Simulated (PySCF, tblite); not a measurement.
# C₂H₁₂N₂SSi₃: geometry, infrared bands and NMR shifts

Aim: predict the infrared bands and NMR shifts of C₂H₁₂N₂SSi₃ (`[SiH3]N[Si@@H]1CC[Si@H](S)N1`).

Computed with tblite 0.8.0 and PySCF 2.14.0, with density-fitted response routines of our own, on a single molecule in the gas phase. Atoms are numbered from 0 throughout.

### Step 1. The starting structure

20 atoms, charge 0, multiplicity 1; geometry from: force field or distance geometry start.

Bonds of the start (Å): Si0–N1 1.81, N1–Si2 1.79, Si2–C3 1.85, C3–C4 1.50, C4–Si5 1.84, Si5–S6 2.14, Si5–N7 1.79, N7–Si2 1.81, Si0–H8 1.49, Si0–H9 1.46, Si0–H10 1.47, N1–H11 1.03, Si2–H12 1.47, C3–H13 1.13, C3–H14 1.10, C4–H15 1.10, C4–H16 1.10, Si5–H17 1.47, S6–H18 1.40, N7–H19 1.04.

### Step 2. Geometry optimisation with GFN2-xTB

What the job is given:

```
{"job": {"kind": "relax", "xc": "GFN2-xTB", "basis": "xTB"}, "charge": 0, "multiplicity": 1}
Si     3.063700     0.742700    -0.118900
N      1.767400    -0.044700    -1.111600
Si     0.605600    -0.695300     0.077900
C     -0.871900    -1.492200    -0.690000
C     -2.092600    -0.697800    -0.332800
Si    -1.720900     0.340900     1.143200
S     -2.803400     2.180000     1.004400
N      0.020500     0.739600     1.004400
H      2.412000     1.104200     1.167400
H      4.125200    -0.217700     0.159600
H      3.553900     1.963500    -0.764200
H      2.153500    -0.763000    -1.744600
H      1.259500    -1.638800     0.996900
H     -1.001300    -2.539100    -0.289500
H     -0.793800    -1.525500    -1.786300
H     -2.381400    -0.041200    -1.164200
H     -2.946000    -1.348700    -0.081200
H     -1.934500    -0.352300     2.416800
H     -2.522300     2.741600    -0.246200
H      0.101700     1.554600     0.356000
```

The run is started by

```
$ OMP_NUM_THREADS=1 python probes_run.py task.json out
```

This one command runs all jobs of the session in turn.

**Question.** This job is followed by: GFN2-xTB harmonic vibrations, gas phase; GIAO PBE0/pcSseg-1 NMR shielding, non-relativistic, gas phase. Predict these results of the whole session: strongest single infrared mode (GFN2-xTB); zero-point energy (GFN2-xTB); 13C shifts against TMS (PBE0/pcSseg-1); 1H shifts against TMS (PBE0/pcSseg-1, means over atoms taken as alike); 29Si shifts against TMS (PBE0/pcSseg-1); 15N shifts against NH3 (PBE0/pcSseg-1); 33S shifts against CS2 (PBE0/pcSseg-1).

The runs gave:

| quantity | value |
| --- | --- |
| strongest single infrared mode (GFN2-xTB) | 2283 cm⁻¹, 426 km/mol |
| zero-point energy (GFN2-xTB) | 85.7 kcal/mol |
| 13C shifts against TMS (PBE0/pcSseg-1) | 14.5, 10.2 ppm |
| 1H shifts against TMS (PBE0/pcSseg-1, means over atoms taken as alike) | 5.35, 4.99, 4.76, 1.31, 1.25, 0.93, 0.81, 0.70, 0.36, 0.34 ppm |
| 29Si shifts against TMS (PBE0/pcSseg-1) | 2.7, -18.7, -59.8 ppm |
| 15N shifts against NH3 (PBE0/pcSseg-1) | 61.1, 22.4 ppm |
| 33S shifts against CS2 (PBE0/pcSseg-1) | -195 ppm |

In words: Relaxing lowered the energy by 1.202 eV in 155 steps; the close pair that moved most is Si0–N1, from 1.813 to 1.732 Å. The lowest mode is imaginary (27i cm⁻¹), so the xTB geometry is not a minimum. The strongest single mode, at 2283 cm⁻¹, moves mainly H17. Unscaled tight-binding wavenumbers are off by several per cent, some by more. Its intensities can rank the bands wrongly. At PBE0/pcSseg-1: The largest span, 277 ppm, is at S6, where the paramagnetic term is -358 ppm.
